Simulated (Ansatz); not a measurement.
# AlRu: the cost of one run

Computed with Ansatz 0.2.0 (DFT LDA, frozen-core PAW, scalar-relativistic unless said, unless a step's input says otherwise).

3 further runs of the same task are left out: 2 that didn't finish, 1 set aside as unsound or not needed.

## Step 1: The structure to begin with

It takes space group Pm-3m (No. 221, cubic). Conventional cell: a = 2.992 Å, b = 2.992 Å, c = 2.992 Å, α = 90.00°, β = 90.00°, γ = 90.00°. Al (site symmetry m-3m) is surrounded by 8 Ru at 2.59 Å. Ru (site symmetry m-3m) is surrounded by 8 Al at 2.59 Å.

Coordinates:

```
Al Ru
1.0
     2.99160    0.00000    0.00000
     0.00000    2.99160    0.00000
     0.00000    0.00000    2.99160
Al Ru
1 1
Direct
  0.00000 0.00000 0.00000
  0.50000 0.50000 0.50000
```

Cartesian axes are those of the input's lattice vectors. The structure goes back to a database entry.

## Step 2: Cell and atoms relaxed, PAW

File input.yaml:

```yaml
crystal:
  lattice:
    - [2.9916, 0.0, 0.0]
    - [0.0, 2.9916, 0.0]
    - [0.0, 0.0, 2.9916]
  atoms:
    - { symbol: Al, position: [0.0, 0.0, 0.0] }
    - { symbol: Ru, position: [0.5, 0.5, 0.5] }
kpoints:
  mp_grid: { grid: [14, 14, 14] }
scf:
  occupations: { method: fermi_dirac, width: 0.08 }
hamiltonian:
  xc: lda
  pseudopotentials: { kind: paw }
relax:
  f_tol: 0.002
  max_steps: 80
  cell: {}
output:
  forces: true
  stress: true
  write_density: true
  write_potential: true
  elf: true
  volumetric_format: npy
```

Command:

```console
ansatz run input.yaml --threads 2 --pin off --max-ram 5120MiB --backend cpu --events-out ev --progress --plain --runs-dir out
```

What time and memory should one allow on 2 threads of Arm Neoverse V1, shared host?

About 5.9 s, with a peak of 0.32 GiB.
